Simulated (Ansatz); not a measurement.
# Rh (Rhodium): the cost of one run

Program: the Python package of Ansatz 0.2.0. The levels of theory stand in the script. These are calculated values, not measurements.

The COD entry's cell or inner coordinates are ideal or old and differ from later refinements, so a difference from it is no clean test against experiment.

**1. The system**

It takes space group Fm-3m (No. 225, cubic). The conventional cell has a = 3.796 Å, b = 3.796 Å, c = 3.796 Å, α = 90.00°, β = 90.00°, γ = 90.00°. Rh (site symmetry m-3m) is surrounded by 12 Rh at 2.68 Å.

The script holds or builds the structure itself.

**2. Script**

File lattice_rh.py:

```python
# -*- coding: utf-8 -*-
'''How the lattice of Rh depends on the functional.'''

import warnings

import ansatz as az
import numpy as np

def edges_and_angles(cell):
    cell = np.asarray(cell)
    a, b, c = np.linalg.norm(cell, axis=1)
    cosines = cell[1] @ cell[2] / (b * c), cell[0] @ cell[2] / (a * c), cell[0] @ cell[1] / (a * b)
    return (a, b, c, *np.degrees(np.arccos(cosines)))

warnings.simplefilter('ignore', az.DeckWarning)

lattice = az.Lattice.of(
    [0.0, 1.89785, 1.89785],
    [1.89785, 0.0, 1.89785],
    [1.89785, 1.89785, 0.0],
)
sites = [
    ('Rh', [0.0, 0.0, 0.0]),
]
crystal = az.Crystal(lattice=lattice)
for symbol, position in sites:
    crystal = crystal.atom(symbol, position)

setup = (
    crystal.calculation()
    .basis(31 * az.Ry)
    .accuracy('low')
    .kpoints(15)
    .occupations('fermi_dirac', width=0.3)
    .mixing('anderson')
    .scf(algorithm='density_mixing')
    .relax(cell=True, force_tolerance=0.05, max_steps=60)
)

levels = [('lda', 'none'), ('r2scan', 'd4'), ('revpbe', 'd3bj'), ('r2scan', 'none')]
print('level            a       b       c    alpha   beta  gamma  V/atom  steps')
for name, dispersion in levels:
    seen = []
    run = setup.functional(name, dispersion=dispersion).session().plan()
    outcome = run.execute(on_event=lambda e: seen.append(e) if e['event'] == 'relax_step' else None)
    cell = outcome.lattice.cell_ang
    label = name if dispersion == 'none' else f'{name}+{dispersion}'
    print('{:13s} {:7.4f} {:7.4f} {:7.4f} {:6.2f} {:6.2f} {:6.2f}'.format(label, *edges_and_angles(cell)), f'{abs(np.linalg.det(cell)) / len(outcome.lattice.sites):7.3f} {len(seen):5d}')
```

**3. The input behind the calls**

The engine receives this input (first run):

```yaml
crystal:
  lattice:
    - [0.0, 1.89785, 1.89785]
    - [1.89785, 0.0, 1.89785]
    - [1.89785, 1.89785, 0.0]
  atoms:
    - { symbol: Rh, position: [0.0, 0.0, 0.0] }
accuracy: low
basis:
  ecutwfc: 421.77648681281397
kpoints:
  mp_grid:
    grid: [15, 15, 15]
hamiltonian:
  xc: lda
  dispersion: none
scf:
  algorithm: density_mixing
  mixing:
    algorithm: anderson
  occupations:
    method: fermi_dirac
    width: 0.3
relax:
  f_tol: 0.05
  max_steps: 60
  cell: {}
```

**4. The run**

Started as:

```bash
$ python lattice_rh.py
```

Q: Estimate wall time and peak memory on 1 thread of Arm Neoverse V2, shared host.

About 23 s, with a peak of 0.39 GiB.
